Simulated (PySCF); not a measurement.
**C2H6F2OSi: electronic excitations and core binding energies**

Aim: predict the electronic excitations and core binding energies of C2H6F2OSi (`CCO[SiH](F)F`).

Programs: PySCF 2.14.0, with density-fitted response routines of our own. Each step states its level of theory. These are calculated values for one molecule in the gas phase, unless marked as measured. Atoms count from 0, in the outputs and in this text.

## 1. The molecule as given

12 atoms, charge 0, multiplicity 1; geometry from: GFN2-xTB.

Bonds of the start (Å): C0–C1 1.52, C1–O2 1.41, O2–Si3 1.59, Si3–F4 1.60, Si3–F5 1.59, C0–H6 1.09, C0–H7 1.09, C0–H8 1.09, C1–H9 1.10, C1–H10 1.09, Si3–H11 1.44.

## 2. Excited states and response: CAM-B3LYP/def2-SVPD

The job: settings as JSON, then the geometry in Å.

```
{"job": {"kind": "uv", "xc": "CAM-B3LYP", "basis": "def2-SVPD", "nstates": 8, "ntriplets": 3}, "charge": 0, "multiplicity": 1}
C     -1.805624    -0.091877    -0.431243
C     -0.645870    -0.314360     0.526665
O      0.417853     0.539855     0.182712
Si     1.993709     0.364809     0.047585
F      2.370508    -0.793386    -0.988565
F      2.448403     1.708826    -0.661204
H     -2.642688    -0.725361    -0.151370
H     -2.117130     0.948768    -0.400597
H     -1.499310    -0.332616    -1.445971
H     -0.945443    -0.077888     1.554179
H     -0.319615    -1.358521     0.490403
H      2.746405     0.131065     1.251379
```

Level: TDDFT CAM-B3LYP/def2-SVPD, vertical, gas phase, core orbitals frozen in the response.

Started as:

```console
OMP_NUM_THREADS=1 python probes_run.py task.json out
```

One launch serves the whole session: the jobs run in the order shown.

**Question.** This job is followed by: delta-SCF UKS SCAN, pcX-2 on the ionised atom, pcseg-1 elsewhere, spin-free X2C. What will the session give for the following? lowest singlet (CAM-B3LYP/def2-SVPD); brightest single state of those computed; lowest triplet; surface potential, 1st and 99th percentile; C1s binding energies, SCAN/pcX-2; O1s binding energies, SCAN/pcX-2; Si1s binding energies, SCAN/pcX-2; Si2p binding energies, SCAN/pcX-2; F1s binding energies, SCAN/pcX-2.

As calculated:

| quantity | value |
| --- | --- |
| lowest singlet (CAM-B3LYP/def2-SVPD) | 8.27 eV (150 nm), f = 0.007 |
| brightest single state of those computed | state 6, 9.50 eV, f = 0.085 |
| lowest triplet | 8.05 eV |
| surface potential, 1st and 99th percentile | -1.05 V and 1.65 V |
| C1s binding energies, SCAN/pcX-2 | C1 292.95, C0 291.01 eV |
| O1s binding energies, SCAN/pcX-2 | O2 538.83 eV |
| Si1s binding energies, SCAN/pcX-2 | Si3 1849.50 eV |
| Si2p binding energies, SCAN/pcX-2 | Si3 109.46 eV |
| F1s binding energies, SCAN/pcX-2 | F4 692.83 eV |

In words: The lowest singlet, at 8.27 eV, is HOMO→LUMO 0.83 and is weak; of the 8 states computed, the strongest absorption comes from state 6 at 9.50 eV (the last state computed is bright too, and its partners may lie past the list). The lowest triplet lies 0.21 eV below the lowest singlet (triplets in Tamm-Dancoff, singlets in full TDDFT). C1 (sp3 CH2 bonded to O) binds its C1s electron 1.94 eV more tightly than C0 (methyl carbon).
